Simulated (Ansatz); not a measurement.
# TmH: the cost of one run

Computed with Ansatz 0.2.0 (DFT PBE, scalar-relativistic, plane waves, PAW; 4f electrons in the core of a trivalent norm-conserving potential, unless a step's input says otherwise).

### Step 1. Starting point

It takes space group Fd-3m (No. 227, cubic). The conventional cell has a = 6.647 Å, b = 6.647 Å, c = 6.647 Å, α = 90.00°, β = 90.00°, γ = 90.00°. Around Tm (site symmetry -43m) lie 4 Tm at 2.88 Å and 4 H at 2.88 Å. Around H (site symmetry -43m) lie 4 Tm at 2.88 Å and 4 H at 2.88 Å.

Structure file:

```
Tm H
1.0
     0.00000    3.32334    3.32334
     3.32334    0.00000    3.32334
     3.32334    3.32334    0.00000
Tm H
2 2
Direct
  0.75000 0.75000 0.75000
  0.50000 0.50000 0.50000
  0.00000 0.00000 0.00000
  0.25000 0.25000 0.25000
```

Recipe of the guess: random cell by space group and Wyckoff sites (Fd-3m, No. 227). The dimensions are guesses.

### Step 2. A first look at the guess

input.yaml

```yaml
crystal:
  lattice:
    - [0.0, 3.32334417, 3.32334417]
    - [3.32334417, 0.0, 3.32334417]
    - [3.32334417, 3.32334417, 0.0]
  atoms:
    - { symbol: Tm, position: [0.75, 0.75, 0.75] }
    - { symbol: Tm, position: [0.5, 0.5, 0.5] }
    - { symbol: H, position: [0.0, 0.0, 0.0] }
    - { symbol: H, position: [0.25, 0.25, 0.25] }
basis:
  ecutwfc: 690
kpoints:
  mp_grid: { grid: [4, 4, 4] }
hamiltonian:
  xc: pbe
  pseudopotentials:
    kind: paw
    azcp: { Tm: "pseudopotentials/pbe/nc/lanthanide_3plus/Tm.nc.azcp" }
scf:
  occupations: { method: gaussian, width: 0.1 }
  lower_state_search: "off"
output:
  forces: true
  stress: true
  eigenvalues: true
```

On the command line:

```sh
ansatz run input.yaml --threads 1 --pin off --max-ram 2560MiB --backend cpu --events-out ev --progress --plain --runs-dir out
```

What time and memory should one allow on 1 thread of AMD EPYC (Zen 3), shared host?

About 3.1 s, with a peak of 0.35 GiB.
